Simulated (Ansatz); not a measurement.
**C₂H₇AlO: how energies converge with the basis set**

How large a basis does C₂H₇AlO need? Two functionals are run in growing sets.

Program: Ansatz 0.2.0, Gaussian basis. Level of theory: one geometry, several basis sets. These are calculated values, not measurements.

Levels to be run: PBE0-D4/def2-SVP; ωB97M-V/def2-SVP; PBE0-D4/def2-QZVPP; ωB97M-V/def2-QZVPP; the functionals' def2-TZVPP values are taken from earlier runs.

## Step 1: The relaxed structure

The geometry comes from an earlier relaxation with PBE0-D4 in a triple-zeta def2 set; it is a stationary point, not always the lowest conformer.

SMILES `C[CH2][AlH][OH]`, 11 atoms, charge 0, spin multiplicity 1.

Atoms are counted from 1 here; the program's logs count them from 0.

Bond lengths: C1–C2 1.528 Å, C1–H5 1.094 Å, C1–H6 1.094 Å, C1–H7 1.094 Å, C2–Al3 1.957 Å, C2–H8 1.098 Å, C2–H9 1.098 Å, Al3–O4 1.701 Å, Al3–H10 1.582 Å, O4–H11 0.956 Å. Angles: C2–C1–H5 111.7°, C2–C1–H6 112.3°, C2–C1–H7 111.7°, H5–C1–H6 106.9°, H5–C1–H7 106.9°, H6–C1–H7 106.9°, C1–C2–Al3 116.3°, C1–C2–H8 110.2°, C1–C2–H9 110.2°, Al3–C2–H8 107.6°, Al3–C2–H9 107.6°, H8–C2–H9 104.1°, C2–Al3–O4 121.1°, C2–Al3–H10 123.9°, O4–Al3–H10 115.0°, Al3–O4–H11 123.1°.

## Step 2: PBE0-D4 in def2-SVP

in.yaml

```yaml
crystal:
  periodic: [false, false, false]
  atoms:
    - {symbol: C, position_ang: [-1.111562, 0.829380, 0.106431]}
    - {symbol: C, position_ang: [0.175910, 0.388020, 0.801985]}
    - {symbol: Al, position_ang: [1.254496, -0.947871, -0.137795]}
    - {symbol: O, position_ang: [0.762595, -1.576823, -1.639339]}
    - {symbol: H, position_ang: [-1.790957, -0.011875, -0.058702]}
    - {symbol: H, position_ang: [-1.662551, 1.574977, 0.687601]}
    - {symbol: H, position_ang: [-0.910627, 1.273263, -0.872923]}
    - {symbol: H, position_ang: [-0.049340, -0.009997, 1.800702]}
    - {symbol: H, position_ang: [0.818824, 1.256796, 0.997908]}
    - {symbol: H, position_ang: [2.622270, -1.522733, 0.412427]}
    - {symbol: H, position_ang: [-0.043756, -1.310137, -2.077797]}
basis:
  gaussian: {orbitals: def2-SVP}
hamiltonian: {xc: pbe0, dispersion: d4}
output: {orbitals: {seedname: orbitals}}
```

After this run come: ωB97M-V in def2-SVP; PBE0-D4 in def2-QZVPP; ωB97M-V in def2-QZVPP.

**Question.** What will the summary of the whole plan be? Wanted: PBE0-D4: double and triple zeta above quadruple; ωB97M-V: double and triple zeta above quadruple.

**Answer**, as computed:

| quantity | value |
| --- | --- |
| PBE0-D4: double and triple zeta above quadruple | 7.84, 0.47 eV |
| ωB97M-V: double and triple zeta above quadruple | 8.04, 0.45 eV |

In words: PBE0-D4 gains 7.37 eV from double to triple zeta, then 0.47 eV more. Total energies overstate the basis error of differences, where much of it tends to cancel. The LUMO of ωB97M-V is positive and keeps falling with the basis (1.42 to 0.74 eV): an unbound level that the basis holds in place.
